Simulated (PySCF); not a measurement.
**[Bi(H2CO)]3+: other functionals and bases at one geometry**

The task here is to estimate one member of a computed series from the others.

The runs use PySCF 2.14.0; several levels, as the steps say, no spin–orbit coupling.

1 further run of the same task is left out (for a known fault of the program).

### The system as given

5 atoms, charge 3, spin multiplicity 1.

Bond lengths: Bi1–O2 2.094 Å, O2–C3 1.270 Å, C3–H4 1.121 Å, C3–H5 1.121 Å. Angles: Bi1–O2–C3 180.0°, O2–C3–H4 118.9°, O2–C3–H5 118.9°, H4–C3–H5 122.1°.

Geometry (Å):

```xyz
5

Bi    0.0000    0.0000   -0.2156
O     0.0000    0.0000    1.8785
C     0.0000    0.0000    3.1485
H     0.9812    0.0000    3.6912
H    -0.9812    0.0000    3.6912
```

Formal oxidation states: Bi +3. An earlier session relaxed this geometry at PBE0, Bi def2-SVP with ECP60, O def2-SVP, C def2-SVP, H def2-SVP (singlet, point group C2v).

At PBE0 on the finer grid: E = -327.394084 Eh, HOMO -26.35 eV, LUMO -22.67 eV, Mulliken charge on Bi1 +2.38 e, largest force component 0.007 eV/Å. 

Levels to run: BLYP; TPSS; PBE0, TZVP. Hardware: 2 threads of Arm Neoverse V1, shared host.

Set-up of the first run:

run.py (the lines that set the calculation) reads:

```python
mol = gto.M(atom='''
Bi     0.00000     0.00000    -0.21559
O      0.00000     0.00000     1.87848
C      0.00000     0.00000     3.14850
H      0.98119     0.00000     3.69117
H     -0.98119     0.00000     3.69117''',
    basis={'Bi': 'def2-SVP', 'O': 'def2-SVP', 'C': 'def2-SVP', 'H': 'def2-SVP'},
    ecp={'Bi': 'def2-SVP'},
    charge=3, spin=0)
mf = dft.RKS(mol, xc='BLYP')
mf.grids.atom_grid = (75, 302)
mf = mf.density_fit()  # fitting sets: Bi def2-universal-JKFIT, O def2-universal-JKFIT, C def2-universal-JKFIT, H def2-universal-JKFIT
mf.conv_tol = 1e-08; mf.max_cycle = 55
mf.kernel(dm0)  # dm0: the density of the relaxed state
```

Launch:

```
OMP_NUM_THREADS=2 python run.py
```

Among the steps run: BLYP; TPSS; PBE0, TZVP.

One table of the session follows, with a row left open; its other results are not shown here.

```
              level  HOMO (eV)  gap (eV)  charge on Bi1 (e)  dipole (D)  largest force component (eV/Å)
PBE0 (relaxed here)     -26.35      3.67               2.38        8.93                            0.01
               BLYP          ?         ?                  ?           ?                               ?
               TPSS     -25.30      1.98               2.32        9.48                            0.60
         PBE0, TZVP     -26.33      3.69               2.35        9.01                            0.85
```

Q: Estimate the row for BLYP from the others.

**Answer.** HOMO (eV): -25.19; gap (eV): 1.69; charge on Bi1 (e): 2.28; dipole (D): 9.77; largest force component (eV/Å): 1.04. In the column «HOMO (eV)» it is the highest.

The dipole of a charged species depends on the origin, so these sizes hold for this origin alone.

In one basis the HOMO–LUMO gap runs from 1.69 eV (BLYP) to 3.67 eV (PBE0). The largest leftover force, 1.04 eV/Å with BLYP, stands at a geometry relaxed at another level. Total energies of different levels can't be compared.
